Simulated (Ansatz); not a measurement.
# SbS3: the cost of one run

Computed with Ansatz 0.2.0 (DFT PBE, scalar-relativistic, plane waves, PAW, unless a step's input says otherwise).

1 further run of the same task is left out (it didn't finish). Runs told in other sessions of the task aren't counted.

## 1. The system as given

It takes space group Pm-3m (No. 221, cubic). Conventional cell: a = 4.955 Å, b = 4.955 Å, c = 4.955 Å, α = 90.00°, β = 90.00°, γ = 90.00°. Sb (site symmetry m-3m) has 6 S at 2.48 Å in its first shell of neighbours. S (site symmetry 4/mmm) has 2 Sb at 2.48 Å in its first shell of neighbours.

Coordinates:

```
CELL_PARAMETERS angstrom
4.95543 0.00000 0.00000
0.00000 4.95543 0.00000
0.00000 0.00000 4.95543
ATOMIC_POSITIONS crystal
Sb 0.00000 0.00000 0.00000
S 0.50000 0.00000 0.00000
S 0.00000 0.50000 0.00000
S 0.00000 0.00000 0.50000
```

The cell is invented: random cell by space group and Wyckoff sites (Pm-3m, No. 221). Its size is a rough estimate.

## 2. A first look at the guess

Contents of input.yaml:

```yaml
crystal:
  lattice:
    - [4.95543076, 0.0, 0.0]
    - [0.0, 4.95543076, 0.0]
    - [0.0, 0.0, 4.95543076]
  atoms:
    - { symbol: Sb, position: [0.0, 0.0, 0.0] }
    - { symbol: S, position: [0.5, 0.0, 0.0] }
    - { symbol: S, position: [0.0, 0.5, 0.0] }
    - { symbol: S, position: [0.0, 0.0, 0.5] }
basis:
  ecutwfc: 420
kpoints:
  mp_grid: { grid: [4, 4, 4] }
hamiltonian:
  xc: pbe
scf:
  occupations: { method: gaussian, width: 0.1 }
  lower_state_search: "off"
output:
  forces: true
  stress: true
  eigenvalues: true
```

Command:

```console
> ansatz run input.yaml --threads 1 --pin off --max-ram 2560MiB --backend cpu --events-out ev --progress --plain --runs-dir out
```

**Question.** How long does this run take on 1 thread of Intel Xeon at 2.50GHz (Skylake/Cascade Lake), shared host, and how much memory does it need?

About 3.9 s, with a peak of 0.36 GiB.
